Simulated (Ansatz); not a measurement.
# Zn (sc type): how the settings move a single-point run

Aim: see which settings change the result for Zn (sc type), by how much, and at what cost.

Method: reference: DFT, PBEsol, all-electron PAW with datasets made for the crystal, scalar-relativistic, in Ansatz 0.2.0.

## Step 1: The structure to begin with

It takes space group Pm-3m (No. 221, cubic). Conventional cell: a = 2.035 Å, b = 2.035 Å, c = 2.035 Å, α = 90.00°, β = 90.00°, γ = 90.00°. Around Zn (site symmetry m-3m) lie 6 Zn at 2.04 Å.

Coordinates:

```cif
data_structure
_symmetry_space_group_name_H-M 'Pm-3m'
_symmetry_Int_Tables_number 221
_cell_length_a 2.0353
_cell_length_b 2.0353
_cell_length_c 2.0353
_cell_angle_alpha 90.000
_cell_angle_beta 90.000
_cell_angle_gamma 90.000
_cell_volume 8.43
loop_
_atom_site_label
_atom_site_type_symbol
_atom_site_symmetry_multiplicity
_atom_site_Wyckoff_symbol
_atom_site_fract_x
_atom_site_fract_y
_atom_site_fract_z
_atom_site_occupancy
Zn1 Zn 1 a 0.00000 0.00000 0.00000 1
```

## Step 2: The reference run

input.yaml reads:

```yaml
crystal:
  lattice:
    - [2.0352673022, 0.0, 0.0]
    - [0.0, 2.0352673022, 0.0]
    - [0.0, 0.0, 2.0352673022]
  atoms:
    - { symbol: Zn, position: [0.0, 0.0, 0.0] }
kpoints:
  mp_grid: { grid: [17, 17, 17] }
scf:
  occupations: { method: fermi_dirac, width: 0.05 }
hamiltonian:
  xc: pbesol
  pseudopotentials: { kind: all_electron, datasets: crystal }
output:
  forces: true
  stress: true
  eigenvalues: true
```

Run with:

```
$ ansatz run input.yaml --threads 1 --pin off --max-ram 2048MiB --backend cpu --events-out ev --progress --plain --runs-dir out
```

## Step 3: Changing settings: occupations.method cold, occupations.width 0.1

Edit input.yaml of step 2 so:

```diff
@@ -10,3 +10,3 @@
 scf:
-  occupations: { method: fermi_dirac, width: 0.05 }
+  occupations: { method: cold, width: 0.1 }
 hamiltonian:
```

Before running it: what results should come out? Wanted: for each run, ending; energy change; pressure; gap; force.

**Answer**, as computed:

| run | ending | energy change | pressure (GPa) | gap (eV) | force (eV/Å) | cycles | time |
| --- | --- | --- | --- | --- | --- | --- | --- |
| reference | converged | 0 | 235.5 | 0.00 | 0.00 | 8 | 6.7 s |
| 1: occupations.method cold, occupations.width 0.1 | converged | 0.0 meV/atom (σ→0) | 235.6 | 0.00 | 0.00 | 8 | 6.8 s |

Residual by cycle in the longest SCF loop of each run; runs are numbered as in the table. The quantity is the density residual dr2, in eV.

| cycle | reference | run 1 |
| --- | --- | --- |
| 1 | 1.06 | 1.06 |
| 2 | 0.0369 | 0.0371 |
| 3 | 0.0338 | 0.0333 |
| 4 | 0.00438 | 0.00436 |
| 5 | 2.3e-4 | 2.3e-4 |
| 6 | 2.2e-6 | 2.3e-6 |
| 7 | 8.1e-9 | 7.0e-9 |
| 8 | 1.1e-9 | 1.2e-9 |

Changing the smearing leaves the energy as it was (0.0 meV/atom). The structure is not at rest: the sound run finds 236 GPa, so these are no properties of the relaxed crystal. 
